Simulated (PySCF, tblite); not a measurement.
# C3H5F2OS radical: geometry, infrared bands and EPR parameters

What infrared bands and EPR parameters should C3H5F2OS radical (`O=[S@@]([CH]CF)CF`) show?

Computed with tblite 0.8.0 and PySCF 2.14.0, with density-fitted response routines of our own, on a single molecule in the gas phase. Atoms count from 0, in the outputs and in this text.

## (1) The molecule as given

12 atoms, charge 0, multiplicity 2; geometry from: force field or distance geometry start.

Bonds of the start (Å): O0–S1 1.50, S1–C2 1.71, C2–C3 1.46, C3–F4 1.40, S1–C5 1.77, C5–F6 1.39, C2–H7 1.09, C3–H8 1.14, C3–H9 1.12, C5–H10 1.12, C5–H11 1.13.

## (2) Relaxing the molecule with GFN2-xTB

Job settings and geometry (Å):

```
{"job": {"kind": "relax", "xc": "GFN2-xTB", "basis": "xTB"}, "charge": 0, "multiplicity": 2}
O      0.590400    -1.456800    -1.857100
S      0.595900    -0.214700    -1.012300
C     -0.901500     0.507500    -0.606400
C     -1.694200     0.061200     0.531000
F     -2.868700     0.811800     0.634100
C      1.911100    -0.136200     0.173100
F      2.285800     1.163400     0.483700
H     -1.266400     1.366900    -1.174600
H     -1.167200     0.274500     1.518400
H     -2.015500    -1.014300     0.504600
H      1.714100    -0.754400     1.081200
H      2.817200    -0.609600    -0.301900
```

Launch:

```
OMP_NUM_THREADS=1 python probes_run.py task.json out
```

The driver reads the jobs from task.json and runs them one after another.

**Question.** This job is followed by: GFN2-xTB harmonic vibrations, gas phase; UKS B3LYP, pcH-1 on C F H O S, non-relativistic, mean-field spin-orbit, GIAO. What will the session give for the following? strongest single infrared mode (GFN2-xTB); zero-point energy (GFN2-xTB); g(iso) (B3LYP); ⟨S²⟩; largest a(iso); potential on the surface of density 0.002 e/bohr³, 1st and 99th percentile.

As calculated:

| quantity | value |
| --- | --- |
| strongest single infrared mode (GFN2-xTB) | 1135 cm⁻¹, 121 km/mol |
| zero-point energy (GFN2-xTB) | 47.9 kcal/mol |
| g(iso) (B3LYP) | 2.00254 |
| ⟨S²⟩ | 0.757 (exact 0.75) |
| largest a(iso) | 19F on F4, 116.9 MHz |
| potential on the surface of density 0.002 e/bohr³, 1st and 99th percentile | -1.63 V and 1.45 V |

Relaxing lowered the energy by 1.949 eV in 87 steps; the close pair that moved most is S1–C5, from 1.772 to 1.913 Å. All 30 modes are real, so the xTB geometry is a minimum. The strongest single mode, at 1135 cm⁻¹, is carried by H10, O0, S1, H11. GFN2-xTB is a fitted tight-binding method: band positions and strengths are rough. Its intensities can rank the bands wrongly. Most of the unpaired spin sits on C2 (0.87 e). The isotropic g lies 0.2 ppt above the free-electron value. These values are for one conformer; the search (at its own cheap level) found 2 more, at 0.01, 2.08 kcal/mol (those within 0.05 may be mirror or relabelled copies), and measured spectra average over such forms.
